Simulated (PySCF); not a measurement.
# WH4 (triplet) under other conditions

Aim: change spin, charge, geometry, field or solvent of WH4 (triplet), one at a time, and compare with the base run.

Method: method and basis as typed in the scripts; program: PySCF 2.14.0.

1 further run of the same task is left out (for a known fault of the program). Runs told in other sessions of the task aren't counted.

## Step 1: Starting geometry

WH4 (triplet): 5 atoms, charge 0, spin multiplicity 3.

Bond lengths: W1–H2 1.704 Å, W1–H3 1.704 Å, W1–H4 1.704 Å, W1–H5 1.704 Å. Angles: H2–W1–H3 109.5°, H2–W1–H4 109.5°, H2–W1–H5 109.5°, H3–W1–H4 109.5°, H3–W1–H5 109.5°, H4–W1–H5 109.5°.

## Step 2: The run that the others are compared with

Input file input.py:

```python
from pyscf import gto, scf, mp

mol = gto.M(
    atom='W 0 0 0; H 1.3914 -0.0001 0.9838; H -1.3914 0 0.9838; H 0 1.3914 -0.9838; H 0 -1.3913 -0.9839',
    basis='crenbl',
    ecp={'W': 'crenbl'},
    charge=0,
    spin=2,
    verbose=4,
)
mf = scf.UHF(mol)
mf.kernel()
mp.MP2(mf).kernel()
mf.dip_moment()
print('orbital energies (hartree):', [e[max(0, n-3):n+3].round(4) for e, n in zip(mf.mo_energy, mol.nelec)])
```

Launch:

```bash
$ OMP_NUM_THREADS=1 python input.py
```

Its log is not repeated here.

## Step 3: Electric field 0.05 a.u.

Run 1 changes electric field: none → 0.05 a.u.

Changes to input.py since step 2:

```diff
@@ -11,2 +11,7 @@
 mf = scf.UHF(mol)
+field = 0.05  # electric field along z, atomic units
+h = mf.get_hcore() + field*mol.intor('int1e_r')[2]
+mf.get_hcore = lambda *args: h
+e_nuc = mol.energy_nuc() - field*mol.atom_charges() @ mol.atom_coords()[:, 2]
+mf.energy_nuc = lambda *args: e_nuc
 mf.kernel()
```

## Step 4: Coordinates × 2

Run 2 changes geometry: coordinates × 1 → coordinates × 2.

Changes to input.py since step 2:

```diff
@@ -3,3 +3,3 @@
 mol = gto.M(
-    atom='W 0 0 0; H 1.3914 -0.0001 0.9838; H -1.3914 0 0.9838; H 0 1.3914 -0.9838; H 0 -1.3913 -0.9839',
+    atom='W 0 0 0; H 2.7828 -0.0002 1.9676; H -2.7828 0 1.9676; H 0 2.7828 -1.9676; H 0 -2.7826 -1.9678',
     basis='crenbl',
```

## Step 5: Charge +1 (quartet)

Run 3 changes charge: 0 → 1; spin (2S): 2 → 3.

Changes to input.py since step 2:

```diff
@@ -6,4 +6,4 @@
     ecp={'W': 'crenbl'},
-    charge=0,
-    spin=2,
+    charge=1,
+    spin=3,
     verbose=4,
```

What does the calculation give? Wanted: for each run, E(SCF); from base; gap, α spin; SCF dipole; after the SCF.

The runs gave:

```csv
run,E(SCF) (hartree),from base (eV),cycles,"gap, α spin (eV)",SCF dipole (D),after the SCF
base,-69.237626,0,11,12.18,0.00,MP2 correlation -6.570 eV
electric field 0.05 a.u.,-69.290221,-1.4312,15,10.80,5.38,MP2 correlation -6.607 eV
coordinates × 2,-68.537137,+19.0613,18,6.16,0.00,MP2 correlation -11.105 eV
charge +1 (quartet),-68.763387,+12.9047,12,12.69,n/a,MP2 correlation -6.570 eV
```

In words: The largest comparable shift of the SCF energy, +19.061 eV, comes with the run “coordinates × 2”. At the SCF level, going to the quartet with one electron fewer costs 12.90 eV at fixed geometry, which need not be the lowest ionisation. With coordinates × 2 the frontier gap moves by over 1.5 eV, which can mean another electronic state rather than the bond length alone.
